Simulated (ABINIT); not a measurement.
# SbP (P1) in ABINIT: single point with PBE

Aim: the single point of SbP with PBE.

Everything below comes from runs of ABINIT 10.8.3 (patched build). Logs are shortened: lines on timing, memory, paths and dates and some standing lists are left out, and cuts for length are marked. The log counts tension as positive stress, the text compression.

## 1. The cell of the first run

The typed cell holds 2 atoms: a = 3.632 Å, b = 3.632 Å, c = 5.659 Å, α = 90.00°, β = 90.00°, γ = 120.00°.

The cell was built by a generator and needn't be a form met in nature.

## 2. Single point, PBE (atoms moved at random)

run.abi

```
pp_dirpath "./"
pseudos "Sb.upf, P.upf"

acell 3.63219329 3.632193292 5.65888324 Angstrom
rprim
     1.0000000000     0.0000000000     0.0000000000
    -0.5000000011     0.8660254031     0.0000000000
     0.0000000000     0.0000000000     1.0000000000
ntypat 2
znucl 51 15
natom 2
typat 1 2
xred
     0.3064540000     0.6508300000     0.5019750000
    -0.0736370000    -0.0469710000     0.0104680000
chkprim 0
chksymtnons 0
tolsym 1.0e-6

ecut 50.0

kptopt 1
ngkpt 6 6 4
nshiftk 1
shiftk 0.0 0.0 0.0

ixc 11

nband 18
occopt 3
tsmear 0.05 eV

nstep 100
tolvrs 1.0e-10

iomode 3
prtwf 0
prtden 0
prteig 0
prtebands 0
prtvol 2
```

Potentials or basis: PseudoDojo NC SR PBE v0.5 stringent.

Command:

```sh
$ abinit run.abi > log 2>&1
```

run.abo:

```text
.Version 10.8.3 of ABINIT
 Symmetries : space group P1 (#  1); Bravais aP (primitive triclinic)
================================================================================
 Values of the parameters that define the memory need of the present run
     intxc =       0    ionmov =       0      iscf =       7    lmnmax =       6
     lnmax =       6     mgfft =      72  mpssoang =       3    mqgrid =    3404
     natom =       2  nloc_mem =       1    nspden =       1   nspinor =       1
    nsppol =       1      nsym =       1    n1xccc =    2501    ntypat =       2
    occopt =       3   xclevel =       2
       mpw =        7388          nfft =      145800          nkpt =          76
================================================================================
================================================================================

--------------------------------------------------------------------------------
------------- Echo of variables that govern the present computation ------------
--------------------------------------------------------------------------------
 -outvars: echo values of preprocessed input variables --------
            acell      6.8638505545E+00  6.8638505582E+00  1.0693739502E+01 Bohr
              amu      1.21753000E+02  3.09737620E+01
          chkprim           0
      chksymtnons           0
             ecut      5.00000000E+01 Hartree
              ixc          11
         kptrlatt        6    0    0      0    6    0      0    0    4
          kptrlen      4.11831033E+01
            natom           2
            nband          18
            ngfft          45      45      72
             nkpt          76
            nstep         100
             nsym           1
           ntypat           2
           occopt           3
           prtden           0
        prtebands           0
           prteig           0
           prtvol           2
            prtwf           0
            rprim      1.0000000000E+00  0.0000000000E+00  0.0000000000E+00
                      -5.0000000110E-01  8.6602540310E-01  0.0000000000E+00
                       0.0000000000E+00  0.0000000000E+00  1.0000000000E+00
          spgroup           1
           tolsym      1.00000000E-06
           tolvrs      1.00000000E-10
           tsmear      1.83746611E-03 Hartree
            typat      1  2
           xangst     -6.8870020223E-02  2.0472324034E+00  2.8406179144E+00
                      -1.8215994155E-01 -1.4775064643E-01  5.9237189756E-02
            xcart     -1.3014547651E-01  3.8687085585E+00  5.3679898866E+00
                      -3.4423240064E-01 -2.7920825669E-01  1.1194206511E-01
             xred      3.0645400000E-01  6.5083000000E-01  5.0197500000E-01
                      -7.3637000000E-02 -4.6971000000E-02  1.0468000000E-02
            znucl       51.00000   15.00000

================================================================================

 chkinp: Checking input parameters for consistency.

================================================================================
== DATASET  1 ==================================================================

--- !DatasetInfo
iteration_state: {dtset: 1, }
dimensions: {natom: 2, nkpt: 76, mband: 18, nsppol: 1, nspinor: 1, nspden: 1, mpw: 7388, }
cutoff_energies: {ecut:  50.0, pawecutdg:  -1.0, }
electrons: {nelect:   2.80000000E+01, charge:   0.00000000E+00, occopt:   3.00000000E+00, tsmear:   1.83746611E-03, }
meta: {optdriver: 0, ionmov: 0, optcell: 0, iscf: 7, paral_kgb: 0, }
...

 Exchange-correlation functional for the present dataset will be:
  GGA: Perdew-Burke-Ernzerhof functional - ixc=11
  J.P.Perdew, K.Burke, M.Ernzerhof, PRL 77, 3865 (1996)

 Real(R)+Recip(G) space primitive vectors, cartesian coordinates (Bohr,Bohr^-1):
 R(1)=  6.8638506  0.0000000  0.0000000  G(1)=  0.1456908  0.0841146  0.0000000
 R(2)= -3.4319253  5.9442689  0.0000000  G(2)=  0.0000000  0.1682293  0.0000000
 R(3)=  0.0000000  0.0000000 10.6937395  G(3)=  0.0000000  0.0000000  0.0935127
 Unit cell volume ucvol=  4.3631071E+02 bohr^3
 Angles (23,13,12)=  9.00000000E+01  9.00000000E+01  1.20000000E+02 degrees

 getcut: wavevector=  0.0000  0.0000  0.0000  ngfft=  45  45  72
         ecut(hartree)=     50.000   => boxcut(ratio)=   2.01389

[... 91 lines left out ...]
   0.5000  0.0000  0.0000    1  6.21519E-16 kpt; spin; max resid(k); each band:
  4.29E-16 6.22E-16 2.60E-16 2.28E-16 2.07E-16 1.84E-16 1.91E-16 9.77E-17
  2.89E-17 9.99E-17 1.12E-16 1.70E-17 9.97E-17 4.46E-17 1.13E-16 6.81E-17
  6.81E-17 2.89E-16
   0.0000  0.1667  0.0000    1  1.21752E-15 kpt; spin; max resid(k); each band:
[... 272 lines left out ...]
  4.30E-16 6.21E-16 2.60E-16 2.28E-16 1.93E-16 1.82E-16 2.09E-16 9.25E-17
  3.09E-17 7.04E-17 4.77E-17 5.85E-17 5.63E-17 5.95E-17 6.99E-17 3.25E-17
  9.72E-17 1.30E-04
   0.1667  0.5000  0.5000    1  6.49227E-11 kpt; spin; max resid(k); each band:
  4.30E-16 6.20E-16 2.60E-16 2.30E-16 2.25E-16 1.83E-16 2.08E-16 5.25E-17
  3.70E-17 8.59E-17 4.91E-17 8.97E-17 5.20E-17 7.98E-17 9.06E-17 9.70E-17
  8.92E-17 6.49E-11
   0.3333  0.5000  0.5000    1  8.65230E-11 kpt; spin; max resid(k); each band:
  4.30E-16 6.21E-16 2.61E-16 2.29E-16 2.15E-16 2.08E-16 1.84E-16 6.77E-17
  3.25E-17 8.69E-17 4.81E-17 8.55E-17 3.77E-17 8.81E-17 1.04E-16 9.69E-17
  8.51E-17 8.65E-11
   0.5000  0.5000  0.5000    1  3.30173E-05 kpt; spin; max resid(k); each band:
  4.30E-16 6.21E-16 2.61E-16 2.28E-16 1.73E-16 2.06E-16 1.84E-16 1.17E-16
  2.63E-17 8.11E-17 5.15E-17 8.03E-17 7.08E-17 9.09E-17 8.63E-17 3.53E-17
  8.09E-17 3.30E-05
 reduced coordinates (array xred) for    2 atoms
       0.306454000000      0.650830000000      0.501975000000
      -0.073637000000     -0.046971000000      0.010468000000
 rms dE/dt=  1.9676E-02; max dE/dt=  3.1395E-02; dE/dt below (all hartree)
    1      -0.013205366107     -0.001202154163      0.031395380463
    2       0.013205274122      0.001202010810     -0.031395033828

 cartesian coordinates (angstrom) at end:
    1     -0.06887002022285     2.04723240337459     2.84061791439900
    2     -0.18215994154880    -0.14775064643441     0.05923718975632

 cartesian forces (hartree/bohr) at end:
    1      0.00192389388575     0.00131298611018    -0.00293584925453
    2     -0.00192389388575    -0.00131298611018     0.00293584925453
 frms,max,avg= 2.1636783E-03 2.9358493E-03   6.701E-09  1.593E-08 -1.621E-08 h/b

 cartesian forces (eV/Angstrom) at end:
    1      0.09893060127765     0.06751646039888    -0.15096743856890
    2     -0.09893060127765    -0.06751646039888     0.15096743856890
 frms,max,avg= 1.1126081E-01 1.5096744E-01   3.446E-07  8.190E-07 -8.334E-07 e/A
 length scales=  6.863850554460  6.863850558239 10.693739502090 bohr
              =  3.632193290000  3.632193292000  5.658883240000 angstroms
 Fermi (or HOMO) energy (hartree) =   0.15286   Average Vxc (hartree)=  -0.33604
 Eigenvalues (hartree) for nkpt=  76  k points:
 kpt#   1, nband= 18, wtk=  0.00694, kpt=  0.0000  0.0000  0.0000 (reduced coord)
  -5.16514   -3.43673   -3.43583   -3.43563   -0.92716   -0.92632   -0.92620   -0.92619
  -0.92618   -0.25353   -0.16262    0.01301    0.20187    0.20631    0.27435    0.27683
   0.28251    0.39103
      occupation numbers for kpt#   1
   2.00000    2.00000    2.00000    2.00000    2.00000    2.00000    2.00000    2.00000
   2.00000    2.00000    2.00000    2.00000    0.00000    0.00000    0.00000    0.00000
   0.00000    0.00000
 kpt#   2, nband= 18, wtk=  0.01389, kpt=  0.1667  0.0000  0.0000 (reduced coord)
  -5.16514   -3.43673   -3.43583   -3.43564   -0.92700   -0.92642   -0.92623   -0.92620
  -0.92593   -0.24113   -0.15526    0.02665    0.14772    0.18996    0.21386    0.25807
   0.26642    0.40812
      occupation numbers for kpt#   2
   2.00000    2.00000    2.00000    2.00000    2.00000    2.00000    2.00000    2.00000
   2.00000    2.00000    2.00000    2.00000    1.88535    0.00000    0.00000    0.00000
   0.00000    0.00000
 kpt#   3, nband= 18, wtk=  0.01389, kpt=  0.3333  0.0000  0.0000 (reduced coord)
[... 576 lines left out ...]
  -5.16514   -3.43673   -3.43583   -3.43564   -0.92672   -0.92660   -0.92643   -0.92594
  -0.92526   -0.17091   -0.14967    0.03562    0.05194    0.12681    0.13186    0.20744
   0.22734    0.40285
      occupation numbers for kpt#  75
   2.00000    2.00000    2.00000    2.00000    2.00000    2.00000    2.00000    2.00000
   2.00000    2.00000    2.00000    2.00000    2.00000    2.00000    1.99998    0.00000
   0.00000    0.00000
 kpt#  76, nband= 18, wtk=  0.00694, kpt=  0.5000  0.5000  0.5000 (reduced coord)
  -5.16514   -3.43673   -3.43583   -3.43564   -0.92691   -0.92667   -0.92637   -0.92589
  -0.92511   -0.17016   -0.14730    0.01182    0.03624    0.17148    0.17884    0.20625
   0.21287    0.38168
      occupation numbers for kpt#  76
   2.00000    2.00000    2.00000    2.00000    2.00000    2.00000    2.00000    2.00000
   2.00000    2.00000    2.00000    2.00000    2.00000    0.00008    0.00000    0.00000
   0.00000    0.00000
 Total charge density [el/Bohr^3]
)     Maximum=    3.7715E+00  at reduced coord.    0.2444    0.5556    0.5139
)Next maximum=    3.7710E+00  at reduced coord.    0.2667    0.5556    0.4861
)     Minimum=    1.6222E-03  at reduced coord.    0.9333    0.9556    0.0139
)Next minimum=    2.5928E-03  at reduced coord.    0.9111    0.9556    0.0139
   Integrated=    2.8000E+01

--- !EnergyTerms
iteration_state     : {dtset: 1, }
comment             : Components of total free energy in Hartree
kinetic             :  8.76446644377353E+01
hartree             :  1.04415444167348E+02
xc                  : -3.64705670773745E+01
Ewald energy        : -1.10113599809928E+02
psp_core            :  2.31974385107545E+00
local_psp           : -2.99168055003249E+02
non_local_psp       : -8.42000750682194E+00
internal            : -2.59792376941214E+02
'-kT*entropy'       : -5.24271180029048E-04
total_energy        : -2.59792901212394E+02
total_energy_eV     : -7.06932497885444E+03
band_energy         : -4.03837439057190E+01
...

 Cartesian components of stress tensor (hartree/bohr^3)
  sigma(1 1)=  4.13458842E-04  sigma(3 2)= -1.45135423E-06
  sigma(2 2)=  3.97099079E-04  sigma(3 1)= -1.83917106E-06
  sigma(3 3)=  4.14710472E-04  sigma(2 1)=  1.02804216E-05

-Cartesian components of stress tensor (GPa)         [Pressure= -1.2016E+01 GPa]
- sigma(1 1)=  1.21643791E+01  sigma(3 2)= -4.27003156E-02
- sigma(2 2)=  1.16830583E+01  sigma(3 1)= -5.41102808E-02
- sigma(3 3)=  1.22012033E+01  sigma(2 1)=  3.02460445E-01

== END DATASET(S) ==============================================================
================================================================================

 -outvars: echo values of variables after computation  --------
            acell      6.8638505545E+00  6.8638505582E+00  1.0693739502E+01 Bohr
           etotal     -2.5979290121E+02
            fcart      1.9238938858E-03  1.3129861102E-03 -2.9358492545E-03
                      -1.9238938858E-03 -1.3129861102E-03  2.9358492545E-03
            rprim      1.0000000000E+00  0.0000000000E+00  0.0000000000E+00
                      -5.0000000110E-01  8.6602540310E-01  0.0000000000E+00
                       0.0000000000E+00  0.0000000000E+00  1.0000000000E+00
           strten      4.1345884192E-04  3.9709907905E-04  4.1471047173E-04
                      -1.4513542273E-06 -1.8391710615E-06  1.0280421562E-05
           xangst     -6.8870020223E-02  2.0472324034E+00  2.8406179144E+00
                      -1.8215994155E-01 -1.4775064643E-01  5.9237189756E-02
             xred      3.0645400000E-01  6.5083000000E-01  5.0197500000E-01
                      -7.3637000000E-02 -4.6971000000E-02  1.0468000000E-02
 Calculation completed.
```

It took 6.5 min on 1 thread of Arm Neoverse V1, shared host; peak memory 0.23 GiB.

What came out:

* Free energy: -7069.3250 eV
* Pressure: -12.0 GPa
* Largest force: 0.193 eV/Å
* Band gap on the k mesh: none (metal or under the smearing width)
* Valence electrons inside the program's atomic spheres: Sb 19.11; P 2.45

Forces in eV/Å, atoms in the order of the input:
```
Sb   0.099  0.068 -0.151
P   -0.099 -0.068  0.151
```

Stress tensor (GPa, compression positive):
```
-12.16  -0.30   0.05
 -0.30 -11.68   0.04
  0.05   0.04 -12.20
```

Levels at points of the mesh, in eV from the Fermi level:
| k point | band 10 | band 11 | band 12 | band 13 | band 14 | band 15 | band 16 | band 17 | band 18 |
| --- | --- | --- | --- | --- | --- | --- | --- | --- | --- |
| (0.00, 0.00, 0.00) | -11.06 | -8.58 | -3.81 | 1.33 | 1.45 | 3.31 | 3.37 | 3.53 | 6.48 |
| (0.50, 0.00, 0.00) | -8.95 | -8.12 | -3.16 | -1.91 | -1.18 | 0.03 | 0.05 | 2.28 | 5.05 |
| (0.00, 0.50, 0.00) | -9.13 | -7.86 | -3.39 | -1.75 | -1.56 | 0.03 | 0.71 | 2.27 | 5.08 |
| (0.50, 0.50, 0.00) | -9.09 | -7.91 | -3.34 | -1.78 | -1.49 | 0.04 | 0.58 | 2.25 | 5.11 |
| (0.00, 0.00, 0.50) | -10.25 | -10.01 | -0.63 | -0.46 | 1.50 | 1.53 | 3.29 | 3.34 | 7.33 |
| (0.50, 0.00, 0.50) | -8.77 | -8.14 | -3.94 | -3.29 | 0.54 | 0.89 | 1.41 | 1.83 | 5.91 |
| (0.00, 0.50, 0.50) | -8.80 | -8.17 | -3.81 | -3.14 | 0.51 | 0.68 | 1.43 | 1.56 | 6.17 |
| (0.50, 0.50, 0.50) | -8.79 | -8.17 | -3.84 | -3.17 | 0.51 | 0.71 | 1.45 | 1.63 | 6.23 |
